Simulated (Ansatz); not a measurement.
**CH₉AlSSi₂: how energies converge with the basis set**

One table from this session's results is given with a row withheld; the runs are named, their logs left out.

Program: Ansatz 0.2.0, Gaussian basis. Level of theory: one geometry, several basis sets. These are calculated values, not measurements.

Levels to be run: PBE0-D4/def2-SVP; ωB97M-V/def2-SVP; PBE0-D4/def2-QZVPP; ωB97M-V/def2-QZVPP; the functionals' def2-TZVPP values are taken from earlier runs.

## Structure used throughout

The geometry comes from an earlier relaxation with PBE0-D4 in a triple-zeta def2 set; it is a stationary point, not always the lowest conformer.

SMILES `[SiH3][CH2][AlH][S][SiH3]`, 14 atoms, charge 0, spin multiplicity 1.

Atoms are counted from 1 here; the program's logs count them from 0.

Bond lengths: Si1–C2 1.867 Å, Si1–H6 1.488 Å, Si1–H7 1.490 Å, Si1–H8 1.488 Å, C2–Al3 1.943 Å, C2–H9 1.096 Å, C2–H10 1.095 Å, Al3–S4 2.185 Å, Al3–H11 1.580 Å, S4–Si5 2.135 Å, Si5–H12 1.485 Å, Si5–H13 1.484 Å, Si5–H14 1.484 Å. Angles: C2–Si1–H6 110.1°, C2–Si1–H7 110.1°, C2–Si1–H8 112.6°, H6–Si1–H7 107.6°, H6–Si1–H8 108.3°, H7–Si1–H8 108.0°, Si1–C2–Al3 113.5°, Si1–C2–H9 108.7°, Si1–C2–H10 108.1°, Al3–C2–H9 107.8°, Al3–C2–H10 110.6°, H9–C2–H10 108.0°, C2–Al3–S4 123.5°, C2–Al3–H11 122.6°, S4–Al3–H11 113.9°, Al3–S4–Si5 104.3°, S4–Si5–H12 111.8°, S4–Si5–H13 110.8° and more.

As a file:

```xyz
14

Si   -1.7742   -0.2899   -0.8990
C    -0.5942   -1.3491    0.0861
Al   -0.0128   -0.5238    1.7461
S     1.4724    1.0763    1.8414
Si    2.0460    1.3858   -0.1915
H    -1.0921    0.9548   -1.3473
H    -2.9326    0.1117   -0.0516
H    -2.3048   -0.9898   -2.1005
H    -1.0947   -2.2910    0.3377
H     0.2662   -1.5823   -0.5497
H    -0.6006   -0.9356    3.1542
H     1.8895    0.1514   -1.0024
H     1.2428    2.4710   -0.8064
H     3.4762    1.7813   -0.1882
```

The first run:

The input, in.yaml:

```yaml
crystal:
  periodic: [false, false, false]
  atoms:
    - {symbol: Si, position_ang: [-1.774191, -0.289912, -0.899032]}
    - {symbol: C, position_ang: [-0.594154, -1.349063, 0.086136]}
    - {symbol: Al, position_ang: [-0.012826, -0.523832, 1.746056]}
    - {symbol: S, position_ang: [1.472386, 1.076345, 1.841371]}
    - {symbol: Si, position_ang: [2.046026, 1.385802, -0.191461]}
    - {symbol: H, position_ang: [-1.092142, 0.954809, -1.347340]}
    - {symbol: H, position_ang: [-2.932595, 0.111747, -0.051632]}
    - {symbol: H, position_ang: [-2.304755, -0.989831, -2.100488]}
    - {symbol: H, position_ang: [-1.094668, -2.291014, 0.337741]}
    - {symbol: H, position_ang: [0.266184, -1.582328, -0.549726]}
    - {symbol: H, position_ang: [-0.600611, -0.935599, 3.154179]}
    - {symbol: H, position_ang: [1.889522, 0.151438, -1.002446]}
    - {symbol: H, position_ang: [1.242750, 2.471016, -0.806408]}
    - {symbol: H, position_ang: [3.476174, 1.781322, -0.188153]}
basis:
  gaussian: {orbitals: def2-SVP}
hamiltonian: {xc: pbe0, dispersion: d4}
output: {orbitals: {seedname: orbitals}}
```

Steps of the session up to this table: PBE0-D4 in def2-SVP; ωB97M-V in def2-SVP; PBE0-D4 in def2-QZVPP; ωB97M-V in def2-QZVPP.

One table of the session follows, with a row left open; its other results are not shown here.

It belongs to the step «Density functionals: the series». 

| functional | basis | HOMO (eV) |
| --- | --- | --- |
| PBE0-D4 | def2-SVP | -7.67 |
| PBE0-D4 | def2-TZVPP | -7.71 |
| PBE0-D4 | def2-QZVPP | -7.72 |
| ωB97M-V | def2-SVP | ? |
| ωB97M-V | def2-TZVPP | -9.86 |
| ωB97M-V | def2-QZVPP | -9.87 |

Estimate the missing values for ωB97M-V, def2-SVP.

The run gave: HOMO (eV): -9.75. In the column «HOMO (eV)» it lies between ωB97M-V, def2-TZVPP (-9.86) and PBE0-D4, def2-QZVPP (-7.72).
